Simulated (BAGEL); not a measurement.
# A workflow on CH4F2OSi (SMILES C[Si](O)(F)F)

Wanted: a single-point energy (HF/cc-pVDZ), then the energy (NEVPT2(2,2)/cc-pVDZ) of CH4F2OSi. 

Program for the calculation: BAGEL 1.2.2.

1 further run of the same task is left out (set aside as unsound or not needed).

**1. Starting point**

CH4F2OSi: 9 atoms, total charge 0, spin state singlet. As SMILES, `C[Si](O)(F)F`. The C1–H8 distance was set to 3.057 Å, away from the relaxed value. At this shape a bond of the SMILES string is far longer than usual.

Bond lengths: C1–Si2 1.831 Å, Si2–O3 1.621 Å, Si2–F4 1.590 Å, Si2–F5 1.590 Å, C1–H6 1.092 Å, C1–H7 1.092 Å, O3–H9 0.958 Å. Angles: C1–Si2–O3 109.9°, C1–Si2–F4 111.2°, C1–Si2–F5 111.2°, O3–Si2–F4 110.0°, O3–Si2–F5 110.0°, F4–Si2–F5 104.6°, Si2–C1–H6 110.5°, Si2–C1–H7 110.5°, Si2–O3–H9 119.7°, H6–C1–H7 108.3°.

**2. A single-point energy at HF/cc-pVDZ (density fitting with svp-jkfit) (run 1)**

File input.json:

```json
{ "bagel" : [

{
  "title" : "molecule",
  "basis" : "cc-pvdz.json",
  "df_basis" : "svp-jkfit",
  "angstrom" : "true",
  "geometry" : [
    { "atom" : "C", "xyz" : [   -0.558137,   -0.090582,    1.648428 ] },
    { "atom" : "Si", "xyz" : [    1.211363,   -0.560182,    1.618128 ] },
    { "atom" : "O", "xyz" : [    1.714663,   -0.909382,    3.118628 ] },
    { "atom" : "F", "xyz" : [    1.458663,   -1.803482,    0.658728 ] },
    { "atom" : "F", "xyz" : [    2.103163,    0.603218,    1.002728 ] },
    { "atom" : "H", "xyz" : [   -1.164237,   -0.909582,    2.040228 ] },
    { "atom" : "H", "xyz" : [   -0.710837,    0.783818,    2.283928 ] },
    { "atom" : "H", "xyz" : [   -1.540100,    0.577500,   -1.168100 ] },
    { "atom" : "H", "xyz" : [    2.623963,   -1.173382,    3.265328 ] }
  ]
},
{ "title" : "hf" },
{ "title" : "print", "file" : "orbitals.molden", "orbitals" : "true" }

]}
```

The basis set cc-pVDZ is read from a file made from the Basis Set Exchange's data (not shown).

Command:

```
$ BAGEL_NUM_THREADS=1 BAGEL input.json > input.out
```

The log of the run:

```text
* using 1 threads per process

  ===============================================================
  ===============================================================

  *** Geometry ***

  { "atom" : "C", "xyz" : [     -1.054726,     -0.171175,      3.115077 ] },
  { "atom" : "Si", "xyz" : [      2.289144,     -1.058591,      3.057819 ] },
  { "atom" : "O", "xyz" : [      3.240243,     -1.718483,      5.893353 ] },
  { "atom" : "F", "xyz" : [      2.756474,     -3.408087,      1.244816 ] },
  { "atom" : "F", "xyz" : [      3.974402,      1.139917,      1.894881 ] },
  { "atom" : "H", "xyz" : [     -2.200089,     -1.718861,      3.855472 ] },
  { "atom" : "H", "xyz" : [     -1.343287,      1.481201,      4.315998 ] },
  { "atom" : "H", "xyz" : [     -2.910367,      1.091317,     -2.207389 ] },
  { "atom" : "H", "xyz" : [      4.958571,     -2.217371,      6.170576 ] },

  Number of auxiliary basis functions:      506

  Since a DF basis is specified, we compute 2- and 3-index integrals:
    o Being stored without compression. Storage requirement is 0.036 GB

  Number of basis functions:       94
  Number of electrons      :       50

    * METHOD: MOLECULE                             0.26

  *** RHF ***

  === Nuclear Repulsion ===
   258.8399199017

      * DIIS with orbital gradients will be used.

  === RHF iteration (cc-pvdz.json) ===
      0       -602.25967332          0.01893360           0.09
      1       -602.40605630          0.01894169           0.10
      2       -602.77510066          0.00370406           0.10
      3       -602.78793220          0.00219458           0.10
      4       -602.79261115          0.00030466           0.13
      5       -602.79274963          0.00012875           0.10
      6       -602.79277244          0.00005732           0.09
      7       -602.79277848          0.00001237           0.09
      8       -602.79277885          0.00000518           0.10
      9       -602.79277893          0.00000191           0.10
     10       -602.79277894          0.00000072           0.11
     11       -602.79277894          0.00000020           0.10
     12       -602.79277894          0.00000007           0.10
     13       -602.79277894          0.00000003           0.10
     14       -602.79277894          0.00000002           0.09
     15       -602.79277894          0.00000001           0.09
    * SCF iteration converged.

    * Permanent dipole moment:
           (   -0.132693,     0.228585,    -1.346254) a.u.

    * METHOD: HF                                   1.79

    * METHOD: PRINT                                0.02

  ===============================================================
```

It took 2.3 s on 1 thread of Arm Neoverse V2, shared host; peak memory 0.14 GiB.

**3. A single-point energy at NEVPT2(2,2)/cc-pVDZ (density fitting with svp-jkfit) (run 2)**

File calc.json:

```json
{ "bagel" : [

{
  "title" : "molecule",
  "basis" : "cc-pvdz.json",
  "df_basis" : "svp-jkfit",
  "angstrom" : true,
  "geometry" : [
    { "atom" : "C", "xyz" : [      -0.558137,      -0.090582,       1.648428 ] },
    { "atom" : "Si", "xyz" : [       1.211363,      -0.560182,       1.618128 ] },
    { "atom" : "O", "xyz" : [       1.714663,      -0.909382,       3.118628 ] },
    { "atom" : "F", "xyz" : [       1.458663,      -1.803482,       0.658728 ] },
    { "atom" : "F", "xyz" : [       2.103163,       0.603218,       1.002728 ] },
    { "atom" : "H", "xyz" : [      -1.164237,      -0.909582,       2.040228 ] },
    { "atom" : "H", "xyz" : [      -0.710837,       0.783818,       2.283928 ] },
    { "atom" : "H", "xyz" : [      -1.540100,       0.577500,      -1.168100 ] },
    { "atom" : "H", "xyz" : [       2.623963,      -1.173382,       3.265328 ] }
  ]
},

{
  "title" : "hf"
},

{
  "title" : "casscf",
  "nstate" : 1,
  "nact" : 2,
  "nclosed" : 24,
  "active" : [25, 26],
  "maxiter" : 200,
  "natocc" : true
},

{
  "title" : "nevpt2",
  "nstate" : 1,
  "nact" : 2,
  "nclosed" : 24,
  "active" : [25, 26],
  "maxiter" : 200,
  "natocc" : true,
  "ncore" : 9
},

{
  "title" : "print",
  "file" : "orbitals.molden",
  "orbitals" : true
}

]}
```

The basis set cc-pVDZ is read from a file made from the Basis Set Exchange's data (not shown).

Command:

```
$ BAGEL_NUM_THREADS=1 BAGEL calc.json > calc.out
```

The log of the run:

```text
* using 1 threads per process

  ===============================================================
  ===============================================================

  *** Geometry ***

  { "atom" : "C", "xyz" : [     -1.054726,     -0.171175,      3.115077 ] },
  { "atom" : "Si", "xyz" : [      2.289144,     -1.058591,      3.057819 ] },
  { "atom" : "O", "xyz" : [      3.240243,     -1.718483,      5.893353 ] },
  { "atom" : "F", "xyz" : [      2.756474,     -3.408087,      1.244816 ] },
  { "atom" : "F", "xyz" : [      3.974402,      1.139917,      1.894881 ] },
  { "atom" : "H", "xyz" : [     -2.200089,     -1.718861,      3.855472 ] },
  { "atom" : "H", "xyz" : [     -1.343287,      1.481201,      4.315998 ] },
  { "atom" : "H", "xyz" : [     -2.910367,      1.091317,     -2.207389 ] },
  { "atom" : "H", "xyz" : [      4.958571,     -2.217371,      6.170576 ] },

  Number of auxiliary basis functions:      506

  Since a DF basis is specified, we compute 2- and 3-index integrals:
    o Being stored without compression. Storage requirement is 0.036 GB

  Number of basis functions:       94
  Number of electrons      :       50

    * METHOD: MOLECULE                             0.26

  *** RHF ***

  === Nuclear Repulsion ===
   258.8399199017

      * DIIS with orbital gradients will be used.

  === RHF iteration (cc-pvdz.json) ===
      0       -602.25967332          0.01893360           0.10
      1       -602.40605630          0.01894169           0.10
      2       -602.77510066          0.00370406           0.09
      3       -602.78793220          0.00219458           0.09
      4       -602.79261115          0.00030466           0.10
      5       -602.79274963          0.00012875           0.09
      6       -602.79277244          0.00005732           0.09
      7       -602.79277848          0.00001237           0.09
      8       -602.79277885          0.00000518           0.09
      9       -602.79277893          0.00000191           0.10
     10       -602.79277894          0.00000072           0.10
     11       -602.79277894          0.00000020           0.10
     12       -602.79277894          0.00000007           0.09
     13       -602.79277894          0.00000003           0.10
     14       -602.79277894          0.00000002           0.09
     15       -602.79277894          0.00000001           0.09
    * SCF iteration converged.

    * Permanent dipole moment:
           (   -0.132693,     0.228585,    -1.346254) a.u.

    * METHOD: HF                                   1.72

  ---------------------------
      CASSCF calculation
  ---------------------------

    ==== Active orbitals : =====
         Orbital 25
         Orbital 26
    ============================

    * nstate   :      1
    * nclosed  :     24
    * nact     :      2
    * nvirt    :     68
  === CASSCF iteration (cc-pvdz.json) ===

    * Using the second-order algorithm

      0  0      -602.90350712     5.68e-03      0.03

      1  0      -602.92640197     4.45e-04      0.53

      2  0      -602.92650439     7.25e-05      0.56

      3  0      -602.92650697     1.28e-05      0.54

      4  0      -602.92650705     2.27e-06      0.52

      5  0      -602.92650705     4.05e-07      0.53

      6  0      -602.92650705     7.24e-08      0.48

      7  0      -602.92650705     1.29e-08      0.44

      8  0      -602.92650705     2.32e-09      0.40

    * Second-order optimization converged. *

     guess   0:   closed 1.                   open ..

  === FCI iteration ===

      0  0      -602.77355167     1.01e-01      0.00
      1  0      -602.92631140     4.46e-03      0.00
      2  0 *    -602.92650705     5.59e-17      0.00

     * ci vector, state   0, <S^2> = 0.0000
       2.     0.7957288953
       .2    -0.6056529742

    * METHOD: CASSCF                               4.25

    * freezing 9 orbitals

  === DF-NEVPT2 calculation ===

    * 3-index integral transformation done
    * assembly done

      NEVPT2 correlation energy:   -0.7634948345      0.27

          (+0)     -0.7207205161
          (+0)'    -0.0064613790
          (+1)     -0.0068592330
          (+1)'    -0.0000000000
          (+2)     -0.0000499490
          (-1)     -0.0292273776
          (-1)'     0.0000000000
          (-2)     -0.0001763797

      NEVPT2 total energy:       -603.6900018891

    * METHOD: NEVPT2                               0.45

    * METHOD: PRINT                                0.02

  ===============================================================
```

Run time: 7.2 s. Hardware: 1 thread of Arm Neoverse V2, shared host; peak memory 0.14 GiB.

**4. What came out**

| quantity | value |
| --- | --- |
| run 1, HF/cc-pVDZ: total energy | -602.79278 Eh |
| run 1, HF/cc-pVDZ: dipole moment | 3.49 D |
| run 1, HF/cc-pVDZ: HOMO energy | -8.44 eV |
| run 1, HF/cc-pVDZ: LUMO energy | -1.92 eV |
| run 1, HF/cc-pVDZ: HOMO–LUMO gap | 6.52 eV |
| run 2, NEVPT2(2,2)/cc-pVDZ: total energy | -603.69000 Eh |

**Reading.** One bond (run 1, HF/cc-pVDZ) is far stretched, which a spin-restricted single reference describes badly; a broken-symmetry solution may lie lower.
